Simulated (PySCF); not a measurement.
# C5H3N3O3Sn (Sn(vinyl)(NCO)3): the cost of one run

Computed with PySCF 2.14.0 and routines of our own; the level stands in each step. Atoms count from 0.

## Step 1: The system as given

15 atoms, charge 0, multiplicity 1; geometry from: GFN2-xTB.

## Step 2: Optimising the geometry at PBE0-D3(BJ)/def2-SVP

Job settings and geometry (Å):

```
{"job": {"xc": "PBE0", "basis": "def2-SVP", "d3": "d3bj", "grid": 1, "maxiter": 30, "shake": 0.03, "kind": "geom"}, "charge": 0, "multiplicity": 1}
Sn    -0.155880    -0.022990     0.009370
C     -0.414670    -0.137770     2.105610
C      0.568390    -0.368390     2.873060
H     -1.307820     0.003750     2.463640
H      1.625980    -0.501410     2.496770
H      0.481750    -0.429910     3.961180
N      1.717550    -0.175960    -0.567670
C      2.612190    -0.233770    -1.388520
O      3.470180    -0.324350    -2.017340
N     -0.858160     1.818980    -0.630790
C     -1.173800     2.646920    -1.437940
O     -1.437620     3.515920    -2.150340
N     -1.404420    -1.262130    -1.010390
C     -1.703930    -1.943530    -1.896530
O     -2.052510    -2.661460    -2.766110
```

The run is started by

```bash
$ OMP_NUM_THREADS=1 python heavy_run.py task.json out
```

The driver reads the jobs from task.json and runs them one after another.

**Question.** How long does this first job take on 1 thread of Arm Neoverse V2, shared host, and how much memory does it need?

About 5 min, with a peak of 0.9 GiB.
